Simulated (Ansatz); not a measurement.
# Si3N4: the band gap up the ladder of functionals

An exercise on one series of results from a longer session: the logs are not shown, and one member is left open.

Program: Ansatz 0.2.0. PAW datasets, plane waves. Note: simulated data, non-magnetic, for a generated structure that need not be the stable one.

**The system as given**

The cell was relaxed beforehand with r2SCAN.

The symmetry is P6_3/m (No. 176, hexagonal); conventional cell a = 7.606 Å, c = 2.906 Å, 10.40 Å³ an atom. Around Si lie 4 N at 1.73–1.74 Å; around N lie 3 Si at 1.73 Å; around N lie 3 Si at 1.73–1.74 Å.

The structure in full:

```xyz
14
Lattice="7.6057 0.0000 0.0000 -3.8028 6.5867 0.0000 0.0000 0.0000 2.9056" Properties=species:S:1:pos:R:3 pbc="T T T"
Si   -1.3817    5.4312    2.1792
Si    2.2113    1.5190    0.7264
Si    4.0127    3.9122    0.7264
Si   -0.2098    2.6745    2.1792
Si    1.5916    5.0677    2.1792
Si    5.1846    1.1555    0.7264
N     0.0000    4.3911    2.1792
N     3.8028    2.1956    0.7264
N     4.8212    4.4110    2.1792
N    -1.4094    6.3808    0.7264
N     2.4278    4.6169    0.7264
N     1.3750    1.9698    2.1792
N    -1.0184    2.1757    0.7264
N     5.2123    0.2059    2.1792
```

Set-up of the first run:

input.yaml

```yaml
crystal:
  lattice:
    - [7.6056646856, 0.0, 0.0]
    - [-3.8028323428, 6.5866988304, 0.0]
    - [0.0, 0.0, 2.9056457473]
  atoms:
    - { symbol: Si, position: [0.2306112143, 0.8245680109, 0.75] }
    - { symbol: Si, position: [0.4060432034, 0.2306112143, 0.25] }
    - { symbol: Si, position: [0.8245680109, 0.5939567966, 0.25] }
    - { symbol: Si, position: [0.1754319891, 0.4060432034, 0.75] }
    - { symbol: Si, position: [0.5939567966, 0.7693887857, 0.75] }
    - { symbol: Si, position: [0.7693887857, 0.1754319891, 0.25] }
    - { symbol: "N", position: [0.3333333333, 0.6666666667, 0.75] }
    - { symbol: "N", position: [0.6666666667, 0.3333333333, 0.25] }
    - { symbol: "N", position: [0.9687376643, 0.6696816967, 0.75] }
    - { symbol: "N", position: [0.2990559676, 0.9687376643, 0.25] }
    - { symbol: "N", position: [0.6696816967, 0.7009440324, 0.25] }
    - { symbol: "N", position: [0.3303183033, 0.2990559676, 0.75] }
    - { symbol: "N", position: [0.0312623357, 0.3303183033, 0.25] }
    - { symbol: "N", position: [0.7009440324, 0.0312623357, 0.75] }
kpoints:
  mp_grid: { grid: [6, 6, 8] }
  band_path:
    path:
      - [[0.0, 0.0, 0.0], [0.5, 7.391429215605e-17, 0.0], [0.3333333333333, 0.3333333333333, 0.0], [0.0, 0.0, 0.0], [0.0, 0.0, 0.5], [0.5, 7.391429215605e-17, 0.5], [0.3333333333333, 0.3333333333333, 0.5], [0.0, 0.0, 0.5]]
      - [[0.5, 7.391429215605e-17, 0.5], [0.5, 7.391429215605e-17, 0.0]]
      - [[0.3333333333333, 0.3333333333333, 0.5], [0.3333333333333, 0.3333333333333, 0.0]]
    npoints: 10
hamiltonian:
  xc: pbe
scf:
  occupations: { method: fermi_dirac, width: 0.02 }
  n_extra_bands: 7
output:
  forces: true
  stress: true
  eigenvalues: true
```

Steps of the session up to this table: PBE band path; r2SCAN at the same geometry; HSE06 at the same geometry; PBE0 at the same geometry.

One table of the session follows, with a row left open; its other results are not shown here.

| level | gap (eV) |
| --- | --- |
| PBE | ? |
| r2SCAN | 4.99 |
| HSE06 | 5.77 |
| PBE0 | 6.54 |

**Question.** Estimate the row for PBE.

The run gave: gap (eV): 4.34. In the column «gap (eV)» it is the lowest.

Meshes: PBE 6×6×8, r2SCAN 6×6×8, HSE06 3×3×6, PBE0 3×3×6

What this shows: The gap runs from 4.34 eV (PBE) to 6.54 eV (PBE0). Against HSE06, PBE is short by 1.43 eV, at 75 % of it, and r2SCAN 86 %. PBE0 lies 0.76 eV above HSE06, which differs from it by screening the long-range exchange.

To keep in mind: Warnings in the runs' records: stress exchange threshold loose, stress scf threshold loose.
